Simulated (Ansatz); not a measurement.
# CCo: the cost of one run

Program: Ansatz 0.2.0, Gaussian basis. Level of theory: def2-QZVPP, core rule «outside noble gas», up to 10 orbitals frozen. These are calculated values, not measurements.

The runs, in order: UHF; ROHF; CCSD(T) on UHF.

2 further runs of the same task are left out: 2 set aside as unsound or not needed.

## (1) What is computed

The geometry is a PBE0/def2-TZVP stationary point (not a proven minimum) of the parent state, kept for this charge and spin.

2 atoms, charge 1, spin multiplicity 5.

Atoms are counted from 1 here; the program's logs count them from 0.

Bond lengths: Co1–C2 1.616 Å.

Geometry (Å):

```xyz
2

Co    0.0000    0.0000    0.0000
C     0.0000    0.0000    1.6164
```

## (2) UHF

Input file in.yaml:

```yaml
crystal:
  periodic: [false, false, false]
  atoms:
    - {symbol: Co, position_ang: [0.000000, 0.000000, 0.000000]}
    - {symbol: C, position_ang: [0.000000, 0.000000, 1.616400]}
basis:
  gaussian: {orbitals: "def2-QZVPP.json"}
total_charge: 1
magnetization: {spin_polarized: true, initial_magnetization: 4}
hamiltonian: {xc: hf}
output: {orbitals: {seedname: orbitals}}
```

Started as:

```sh
> ansatz run in.yaml --threads 1 --pin off --events-out ev --progress --plain --max-ram 4096MiB --backend cpu
```

**Question.** How long does this run take on 1 thread of AMD EPYC 7R13, shared host, and how much memory does it need?

About 72 s, with a peak of 0.44 GiB.
